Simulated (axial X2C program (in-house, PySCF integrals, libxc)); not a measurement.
**A two-component session on BrGe: properties at the nuclei**

Wanted for BrGe: properties at the nuclei, at the two-component level.

The runs use an in-house X2C program for linear molecules on PySCF integrals; two-component X2C with atomic mean-field terms, Br dyall-cv3z, Ge dyall-cv3z.

All values are calculated.

## (1) Input

The input, task.json:

```json
{"zs": [35, 32], "q": 0, "bas": ["dyall-cv3z", "dyall-cv3z"], "r0": 2.35, "levels": ["PBE0", "HF", "LDA", "PBE", "B3LYP"], "nst": 3}
```

Keys: zs atomic numbers; q charge; bas basis sets; r0 starting distance in Å; levels methods (HF also brings MP2); nst determinants followed.

Command:

```console
python soeom.py task.json out
```

After this run come: Expectation values, lowest determinant; Expectation values, a higher determinant.

Before running it: what results should come out? Wanted: lowest determinant; Eeff magnitude; Ws magnitude Br; A∥/gI Br; qzz Br; higher determinant (for each run or level that gives them).

As calculated:

| quantity | value |
| --- | --- |
| lowest determinant | Ω = 1/2 (excess of +ω over −ω: ω = 1/2) |
| Eeff magnitude (GV/cm), PBE0 | 0.132 |
| Ws magnitude Br (kHz), PBE0 | 0.0266 |
| A∥/gI Br (MHz), PBE0 | 366 |
| qzz Br (a.u.), PBE0 | 3.00 |
| higher determinant | Ω = 3/2 (excess of +ω over −ω: ω = 3/2) |
| Eeff magnitude (GV/cm), PBE0, higher determinant | 0.341 |
| Ws magnitude Br (kHz), PBE0, higher determinant | 0.0182 |
| A∥/gI Br (MHz), PBE0, higher determinant | 87.9 |
| qzz Br (a.u.), PBE0, higher determinant | 3.03 |

What this shows: In the first state, the effective field runs from 0.037 to 0.283 GV/cm over the mean-field levels, so the levels don't agree on it. The expectation values come from single determinants, which for open shells can mix terms of unlike spin or miss the lowest Ω, so a determinant need not be a state. Eeff is the effective electric field on the electron dipole moment in this Ω state and Ws the scalar–pseudoscalar constant (defined with the proton number Z and per Ω); A∥ is the parallel hyperfine constant, which follows by multiplying with the nuclear g factor gI = μI/(I μN); qzz is the electric field gradient, eQq0 = 234.96 MHz × Q/barn × qzz; μ is positive if Ge is the positive end. The operators were transformed with the bare-nucleus X2C matrices.
